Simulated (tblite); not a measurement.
# C2H11FS2Si3: the cost of one run

The runs use tblite 0.8.0 and PySCF 2.14.0, with density-fitted response routines of our own; the level of theory stands in each step. All values are computed, except where a source is named. Atoms are numbered from 0 throughout.

**1. The molecule as given**

19 atoms, charge 0, multiplicity 1; geometry from: force field or distance geometry start.

Bonds of the start (Å): C0–Si1 1.84, Si1–S2 2.13, S2–Si3 2.14, Si3–F4 1.61, Si3–Si5 2.33, Si5–S6 2.16, S6–C7 1.81, C0–H8 1.09, C0–H9 1.09, C0–H10 1.10, Si1–H11 1.48, Si1–H12 1.50, Si3–H13 1.50, Si5–H14 1.49, Si5–H15 1.48, C7–H16 1.10, C7–H17 1.08, C7–H18 1.09.

**2. Geometry optimisation with GFN2-xTB**

The job: settings as JSON, then the geometry in Å.

```
{"job": {"kind": "relax", "xc": "GFN2-xTB", "basis": "xTB"}, "charge": 0, "multiplicity": 1}
C      3.609900     0.753000    -1.210000
Si     2.324600    -0.128400    -0.228400
S      1.010500     1.282200     0.671500
Si    -0.244300    -0.145600     1.653200
F     -1.195300     0.671500     2.669000
Si    -1.589100    -1.409300     0.223900
S     -2.510100    -0.215900    -1.319300
C     -3.510600     0.972700    -0.392500
H      4.301500     0.049500    -1.677300
H      4.187400     1.434300    -0.582200
H      3.141900     1.347300    -2.009400
H      1.530300    -1.048100    -1.070600
H      2.952400    -0.929800     0.870800
H      0.616600    -1.042400     2.489500
H     -2.671300    -2.090400     0.979100
H     -0.767600    -2.449600    -0.437900
H     -4.234200     0.455700     0.249900
H     -2.889500     1.617600     0.212200
H     -4.073300     1.591800    -1.098900
```

Run with:

```bash
$ OMP_NUM_THREADS=1 python probes_run.py task.json out
```

The driver reads the jobs from task.json and runs them one after another.

Q: Estimate the wall time and peak memory of this first job on 1 thread of Arm Neoverse N1, shared host.

About 5.5 s, with a peak of 0.18 GiB.
